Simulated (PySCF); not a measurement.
# A workflow on CH2In, part 2 of 2

PySCF 2.14.0.

**3. Fragment B of bond 5-1: the energy at UCCSD(T)/def2-SVPD (core potential) (run 2)**

File input.py:

```python
from pyscf import gto, cc

molecule = gto.M(
    atom='''
C   -0.191634  -0.241939   0.002381
In   1.860677  -0.676837   0.697868
H   -1.011232   0.103152   0.640325
H   -0.533812  -0.338479  -1.032902
''',
    basis='def2-svpd',
    verbose=3,
    spin=1,
    max_memory=1860,
    ecp={'In': 'def2-svp'},
)

myscf = molecule.UHF()
myscf.conv_tol = 1e-10
myscf.kernel()
if not myscf.converged:
    myscf = myscf.newton().run(myscf.mo_coeff, myscf.mo_occ)

mycc = cc.CCSD(myscf, frozen=5)
mycc.kernel()
e_t = mycc.ccsd_t()
energy = mycc.e_tot + e_t
print(f'total energy: {energy:.8f} hartree')
```

On the command line:

```sh
$ OMP_NUM_THREADS=1 python input.py
```

What it wrote:

```text
converged SCF energy = -228.159700770738  <S^2> = 0.76478166  2S+1 = 2.0147274
E(UCCSD) = -228.3837764233017  E_corr = -0.2240756525640475
UCCSD(T) correction = -0.00762794531970297
total energy: -228.39140437 hartree
```

Run time: 47 s. Hardware: 1 thread of Arm Neoverse V1, shared host; peak memory 0.81 GiB.

Runs 3 to 6 aren't shown in full; the table further down has their settings and results.

**4. Fragment B of bond 5-1: the energy at UTPSS/def2-SVPD (core potential) (run 7)**

File run.py:

```python
from pyscf import gto, dft

system = gto.Mole()
system.atom = '''
C       -0.191634      -0.241939       0.002381
In       1.860677      -0.676837       0.697868
H       -1.011232       0.103152       0.640325
H       -0.533812      -0.338479      -1.032902
'''
system.basis = 'def2-svpd'
system.spin = 1
system.ecp = {'In': 'def2-svp'}
system.max_memory = 1860
system.charge = 0
system.verbose = 3
system.build()

ks = dft.UKS(system)
ks.xc = 'tpss'
ks.conv_tol = 1e-10
ks.grids.level = 5
ks.kernel()
if not ks.converged:
    ks = ks.newton().run(ks.mo_coeff, ks.mo_occ)

energy = ks.e_tot
print(f'total energy: {energy:.8f} hartree')
```

On the command line:

```sh
$ OMP_NUM_THREADS=1 python run.py
```

What it wrote:

```text
WARN: HOMO -0.608403048140284 >= LUMO -0.608403048140282

WARN: HOMO -0.0128952544968209 >= LUMO -0.012627188018999

converged SCF energy = -229.271592033475  <S^2> = 0.75519582  2S+1 = 2.0051891
total energy: -229.27159203 hartree
```

Run time: 29 s. Hardware: 1 thread of Arm Neoverse V1, shared host; peak memory 0.4 GiB.

Runs 8 to 16 aren't shown in full; the table further down has their settings and results.

**5. Fragment B of bond 5-1: a single-point energy at UB2PLYP/def2-SVPD (core potential) (run 17)**

File job.py:

```python
from pyscf import gto, dft, mp

mol = gto.M(
    atom=[
    ('C', (-0.191634, -0.241939, 0.002381)),
    ('In', (1.860677, -0.676837, 0.697868)),
    ('H', (-1.011232, 0.103152, 0.640325)),
    ('H', (-0.533812, -0.338479, -1.032902)),
],
    charge=0,
    verbose=3,
    max_memory=1860,
    basis='def2-svpd',
    spin=1,
    ecp={'In': 'def2-svp'},
)

mf = dft.UKS(mol)
mf.xc = '0.53*HF + 0.47*B88, 0.73*LYP'
mf.grids.level = 5
mf.conv_tol = 1e-10
mf.kernel()
if not mf.converged:
    mf = mf.newton().run(mf.mo_coeff, mf.mo_occ)

pt = mp.MP2(mf, frozen=5).run()
e_tot = mf.e_tot + 0.27 * pt.e_corr
print('PT2 part  %.8f' % (0.27 * pt.e_corr))
print('E(%s) = %.9f' % ('B2PLYP', e_tot))
```

On the command line:

```sh
$ OMP_NUM_THREADS=1 python job.py
```

What it wrote:

```text
WARN: HOMO -0.554507417450782 >= LUMO -0.554507417450781

converged SCF energy = -228.953183635731  <S^2> = 0.75670077  2S+1 = 2.0066896
E(UMP2) = -229.197656081823  E_corr = -0.244472446091516
E(SCS-UMP2) = -229.1984006194  E_corr = -0.245216983668865
PT2 part  -0.06600756
E(B2PLYP) = -229.019191196
```

It took 16 s on 1 thread of Arm Neoverse V1, shared host; peak memory 0.34 GiB.

**6. The series**

```tsv
run	level	task	integral approximation	energy (Eh)	dipole moment (D) of the reference	HOMO energy (eV)	LUMO energy (eV)	wall time
1	UPBE0-D4/def2-TZVP (density fitting with def2-universal-jkfit, core potential)	optimise	def2-universal-jkfit	-229.337953	0.07	-5.70	-2.34	3.7 min
2	UCCSD(T)/def2-SVPD (core potential)	energy	none	-228.391404	0.22	-7.54	0.56	47 s
3	USVWN5/def2-SVPD (core potential)	energy	none	-228.639866	0.15	-4.96	-3.95	11 s
4	UPBE/def2-SVPD (core potential)	energy	none	-229.284482	0.04	-4.81	-3.43	18 s
5	UBLYP/def2-SVPD (core potential)	energy	none	-229.281586	0.04	-4.73	-3.43	14 s
6	U-revPBE/def2-SVPD (core potential)	energy	none	-229.383439	0.02	-4.75	-3.29	13 s
7	UTPSS/def2-SVPD (core potential)	energy	none	-229.271592	0.05	-4.84	-3.18	29 s
8	U-r2SCAN/def2-SVPD (core potential)	energy	none	-229.382868	0.08	-4.99	-2.94	32 s
9	UM06-L/def2-SVPD (core potential)	energy	none	-229.475071	0.08	-4.81	-2.98	40 s
10	UPBE0/def2-SVPD (core potential)	energy	none	-229.288481	0.02	-5.71	-2.39	22 s
11	UB3LYP/def2-SVPD (core potential)	energy	none	-229.413047	0.07	-5.60	-2.76	16 s
12	UBHLYP/def2-SVPD (core potential)	energy	none	-229.238511	0.07	-6.53	-1.58	14 s
13	UM06-2X/def2-SVPD (core potential)	energy	none	-229.243861	0.06	-6.50	-1.92	38 s
14	UCAM-B3LYP/def2-SVPD (core potential)	energy	none	-229.291753	0.05	-6.93	-1.49	20 s
15	U-wB97X/def2-SVPD (core potential)	energy	none	-229.360761	0.04	-7.79	-0.69	23 s
16	U-wB97M-V/def2-SVPD (core potential)	energy	none	-229.258193	0.04	-7.73	-0.78	60 s
17	UB2PLYP/def2-SVPD (core potential)	energy	none	-229.019191	0.03	-6.43	-1.25	16 s
```

**7. Outcome**

The summary covers parts 1 to 2.

| quantity | value |
| --- | --- |
| fragment B of bond 5-1, run 17: total energy | -229.01919 Eh |
| fragment B of bond 5-1, run 17: dipole moment (SCF part) | 0.03 D |
| fragment B of bond 5-1, run 17: HOMO energy (SCF part's orbitals) (highest over α and β) | -6.43 eV |
| fragment B of bond 5-1, run 17: LUMO energy (SCF part's orbitals) (lowest over α and β) | -1.25 eV |
| fragment B of bond 5-1, run 17: ⟨S²⟩ | 0.757 |

**Reading.** Over runs 3, 4, 5, 6, 7, 8, 9, 10, 11, 12, 13, 14, 15, 16, 17 the dipole moment (its size) runs from 0.02 D (UPBE0/def2-SVPD) to 0.15 D (USVWN5/def2-SVPD). Totals of different functionals can't be ranked against each other. All runs together took 11 min, the longest 3.7 min.
